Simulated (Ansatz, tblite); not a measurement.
# The cluster Si₁₆H₂₈O: rung by rung

The task here is to estimate one member of a computed series from the others.

Program: Ansatz 0.2.0, Gaussian basis. Level of theory: as each input shows. These are calculated values, not measurements.

Plan: GFN1-xTB, GFN2-xTB, PBE-D4/def2-TZVP, r2SCAN-D4/def2-TZVP, r2SCANh-D4/def2-TZVP, PBE-QIDH/def2-TZVP, r2SCAN0-D4/def2-TZVP, PBE+5HF/def2-SVP, PBE+10HF/def2-SVP, PBE+15HF/def2-SVP, PBE+35HF/def2-SVP, PBE+50HF/def2-SVP, PBE-D4/def2-SVP, PBE0-D4/def2-SVP, MP2/def2-SVP, RPA/def2-SVP.

**The geometry**

The geometry is that of the singlet, from an earlier relaxation (PBE-D4/def2-SVP).

45 atoms, charge 0, spin multiplicity 1.

Bond lengths: Si1–Si11 2.351 Å, Si1–Si12 2.355 Å, Si1–H18 1.513 Å, Si1–H19 1.506 Å, Si2–Si10 2.349 Å, Si2–Si14 2.351 Å, Si2–H20 1.511 Å, Si2–H21 1.501 Å, Si3–Si13 2.353 Å, Si3–Si14 2.353 Å, Si3–Si15 2.361 Å, Si3–H22 1.527 Å, O4–Si10 1.807 Å, O4–Si11 1.798 Å, O4–Si13 1.871 Å, Si5–Si6 2.366 Å, Si5–Si12 2.351 Å, Si5–H23 1.510 Å and more. Angles: Si11–Si1–Si12 118.2°, Si11–Si1–H18 100.0°, Si11–Si1–H19 108.0°, Si12–Si1–H18 109.4°, Si12–Si1–H19 112.4°, H18–Si1–H19 107.6°, Si10–Si2–Si14 106.0°, Si10–Si2–H20 100.2°, Si10–Si2–H21 108.5°, Si14–Si2–H20 116.3°, Si14–Si2–H21 114.4°, H20–Si2–H21 110.1°, Si13–Si3–Si14 98.1°, Si13–Si3–Si15 117.7°, Si13–Si3–H22 91.9°, Si14–Si3–Si15 108.5°, Si14–Si3–H22 106.0°, Si15–Si3–H22 129.7° and more.

PBE0-D4/def2-TZVP was run before; its log isn't repeated, and its numbers join the tables.

The first run:

Tight binding, by tblite at 300 K electronic temperature and without a spin-polarisation term:

```python
tblite.interface.Calculator('GFN1-xTB', numbers, positions, charge=0, uhf=0).singlepoint()
```

Tight binding, by tblite at 300 K electronic temperature and without a spin-polarisation term:

```python
tblite.interface.Calculator('GFN2-xTB', numbers, positions, charge=0, uhf=0).singlepoint()
```

start.molden holds the orbitals of an earlier run on this state, given as this run's starting guess.

in.yaml reads:

```yaml
crystal:
  periodic: [false, false, false]
  atoms:
    - {symbol: Si, position_ang: [-3.776824, 1.453013, -0.216310]}
    - {symbol: Si, position_ang: [-0.827059, -3.356457, 2.050322]}
    - {symbol: Si, position_ang: [1.665448, -2.887627, -0.521467]}
    - {symbol: O, position_ang: [-1.552646, -1.149342, -0.588789]}
    - {symbol: Si, position_ang: [-0.905547, 2.219003, 2.449598]}
    - {symbol: Si, position_ang: [0.840785, 0.867285, 1.601643]}
    - {symbol: Si, position_ang: [2.008185, 1.937687, -0.149645]}
    - {symbol: Si, position_ang: [-1.147863, 4.315331, -0.707600]}
    - {symbol: Si, position_ang: [4.539561, -1.119971, -0.184827]}
    - {symbol: Si, position_ang: [-2.117740, -1.669760, 1.046251]}
    - {symbol: Si, position_ang: [-2.756336, -0.205554, -1.533770]}
    - {symbol: Si, position_ang: [-2.397879, 3.047642, 0.832391]}
    - {symbol: Si, position_ang: [0.068346, -1.446136, -1.475431]}
    - {symbol: Si, position_ang: [0.187635, -4.532113, 0.285108]}
    - {symbol: Si, position_ang: [2.936261, -2.068787, 1.291465]}
    - {symbol: Si, position_ang: [0.575563, 3.036448, -1.674787]}
    - {symbol: Si, position_ang: [3.526002, 0.622292, -1.409057]}
    - {symbol: H, position_ang: [-4.627780, 2.134716, -1.264679]}
    - {symbol: H, position_ang: [-4.707261, 0.771302, 0.752538]}
    - {symbol: H, position_ang: [-1.900396, -4.094790, 2.816150]}
    - {symbol: H, position_ang: [0.138365, -2.715092, 3.003882]}
    - {symbol: H, position_ang: [2.125015, -3.370624, -1.895608]}
    - {symbol: H, position_ang: [-1.669629, 1.500094, 3.535985]}
    - {symbol: H, position_ang: [-0.296310, 3.456461, 3.065372]}
    - {symbol: H, position_ang: [0.212217, -0.427345, 1.145711]}
    - {symbol: H, position_ang: [1.740423, 0.583762, 2.769227]}
    - {symbol: H, position_ang: [2.753962, 3.051372, 0.551968]}
    - {symbol: H, position_ang: [-2.057098, 4.897376, -1.762543]}
    - {symbol: H, position_ang: [-0.551763, 5.452853, 0.084245]}
    - {symbol: H, position_ang: [5.220228, -1.960473, -1.249576]}
    - {symbol: H, position_ang: [5.661736, -0.436550, 0.570186]}
    - {symbol: H, position_ang: [-3.492069, -2.165992, 0.671780]}
    - {symbol: H, position_ang: [-2.303619, -0.375587, 1.788679]}
    - {symbol: H, position_ang: [-3.711125, -1.239082, -2.058971]}
    - {symbol: H, position_ang: [-1.945766, 0.367660, -2.654762]}
    - {symbol: H, position_ang: [-3.413199, 3.947920, 1.501842]}
    - {symbol: H, position_ang: [-0.524242, -1.953223, -2.769707]}
    - {symbol: H, position_ang: [0.429543, -0.006596, -1.702172]}
    - {symbol: H, position_ang: [-0.929685, -4.986488, -0.626214]}
    - {symbol: H, position_ang: [0.879869, -5.749178, 0.841137]}
    - {symbol: H, position_ang: [3.626271, -3.451587, 1.355741]}
    - {symbol: H, position_ang: [-0.079570, 2.044076, -2.605122]}
    - {symbol: H, position_ang: [1.415176, 3.951713, -2.533735]}
    - {symbol: H, position_ang: [2.715128, 0.066322, -2.561901]}
    - {symbol: H, position_ang: [4.467990, 1.632527, -2.025249]}
basis:
  gaussian: {orbitals: def2-TZVP, fitting: {mean_field: def2-universal-jkfit}, initial_orbitals: start.molden}
hamiltonian: {xc: pbe, dispersion: d4}
scf: {omitted_lower_state_checks: [starts]}
output: {orbitals: {seedname: orbitals}}
```

On the command line:

```bash
$ ansatz run in.yaml --threads 2 --pin off --events-out ev --progress --plain --max-ram 32768MiB --backend cuda --devices 0, --max-vram 18GiB
```

Steps of the session up to this table: PBE-D4/def2-TZVP; r2SCAN-D4/def2-TZVP; r2SCANh-D4/def2-TZVP; PBE-QIDH/def2-TZVP; r2SCAN0-D4/def2-TZVP; PBE+5HF/def2-SVP; PBE+10HF/def2-SVP; PBE+15HF/def2-SVP; PBE+35HF/def2-SVP; PBE+50HF/def2-SVP; PBE-D4/def2-SVP; PBE0-D4/def2-SVP; MP2/def2-SVP; RPA/def2-SVP.

One table of the session follows, with a row left open; its other results are not shown here.

It belongs to the step «Binding energy». 

```
               level  binding an atom (eV)
         HF/def2-SVP                 2.307
     PBE-D4/def2-SVP                 3.149
    PBE-D4/def2-TZVP                 3.151
 r2SCAN-D4/def2-TZVP                 3.170
r2SCANh-D4/def2-TZVP                     ?
    PBE0-D4/def2-SVP                 3.137
   PBE0-D4/def2-TZVP                 3.144
r2SCAN0-D4/def2-TZVP                 3.148
        MP2/def2-SVP                 2.906
```

**Question.** Estimate the row for r2SCANh-D4/def2-TZVP.

Worked estimate for «binding an atom (eV)». Against the share of exact exchange, r2SCAN-D4/def2-TZVP (0, 3.170), r2SCAN0-D4/def2-TZVP (0.25, 3.148) give a slope of -0.088 per unit share; at 0.1 the line stands at 3.161.

**Answer.** binding an atom (eV): 3.161. In «binding an atom (eV)» the line misses by 0.000.

Caveats from the session: Free atoms were run apart at each level; binding is atoms less cluster, divided by the number of atoms, without zero-point or spin-orbit terms.
